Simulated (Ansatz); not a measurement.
**ZrTeBr6: further runs on a relaxed guess**

Computed with Ansatz 0.2.0 (DFT PBE, scalar-relativistic, plane waves, PAW, unless a step's input says otherwise).

### 1 The starting structure

Symmetry: Pm-3, No. 200, cubic system. The conventional cell has a = 5.859 Å, b = 5.859 Å, c = 5.859 Å, α = 90.00°, β = 90.00°, γ = 90.00°. Zr (site symmetry m-3) is surrounded by 12 Br at 3.27 Å. Te (site symmetry m-3) has 12 Br at 3.28 Å as nearest neighbours. Around Br (site symmetry mm2) lie 2 Br at 2.91 to 2.95 Å and 2 Zr at 3.27 Å and 2 Te at 3.28 Å.

As a file:

```
Zr Te Br
1.0
     5.85876    0.00000    0.00000
     0.00000    5.85876    0.00000
     0.00000    0.00000    5.85876
Zr Te Br
1 1 6
Direct
  0.50000 0.50000 0.50000
  0.00000 0.00000 0.00000
  0.00000 0.50000 0.74837
  0.50000 0.25163 0.00000
  0.74837 0.00000 0.50000
  0.00000 0.50000 0.25163
  0.50000 0.74837 0.00000
  0.25163 0.00000 0.50000
```

It is the end of an earlier relaxation with the same method, from an invented guess; it needn't be the stable form of this composition. At a tolerance of 0.05 Å it has space group Pm-3 (No. 200); it has 25.14 Å³/atom, an uncorrected energy of -0.02 eV/atom over the elements.

### 2 Bands, states and charges

input.yaml

```yaml
crystal:
  lattice:
    - [5.8587594231, 0.0, 0.0]
    - [0.0, 5.8587594231, 0.0]
    - [0.0, 0.0, 5.8587594231]
  atoms:
    - { symbol: Zr, position: [0.5, 0.5, 0.5] }
    - { symbol: Te, position: [0.0, 0.0, 0.0] }
    - { symbol: Br, position: [0.0, 0.5, 0.7483686309] }
    - { symbol: Br, position: [0.5, 0.2516313691, 0.0] }
    - { symbol: Br, position: [0.7483686309, 0.0, 0.5] }
    - { symbol: Br, position: [0.0, 0.5, 0.2516313691] }
    - { symbol: Br, position: [0.5, 0.7483686309, 0.0] }
    - { symbol: Br, position: [0.2516313691, 0.0, 0.5] }
basis:
  ecutwfc: 420
kpoints:
  mp_grid: { grid: [6, 6, 6] }
  band_path:
    path:
      - [[0.0, 0.0, 0.0], [0.0, 0.5, 0.0], [0.5, 0.5, 0.0], [0.0, 0.0, 0.0], [0.5, 0.5, 0.5], [0.0, 0.5, 0.0]]
      - [[0.5, 0.5, 0.5], [0.5, 0.5, 0.0], [0.5, 0.0, 0.0]]
    npoints: 14
hamiltonian:
  xc: pbe
scf:
  occupations: { method: gaussian, width: 0.1 }
  n_extra_bands: 20
output:
  forces: true
  stress: true
  eigenvalues: true
  populations: true
  dos: { projected: true, de: 0.02, nscf_kmesh: { grid: [8, 8, 8] } }
  bader: true
```

The run is started by

```console
$ ansatz run input.yaml --threads 1 --pin off --max-ram 2048MiB --backend cpu --events-out ev --progress --plain --runs-dir out
```

Q: Estimate wall time and peak memory on 1 thread of Arm Neoverse V2, shared host.

About 86 s, with a peak of 0.81 GiB.
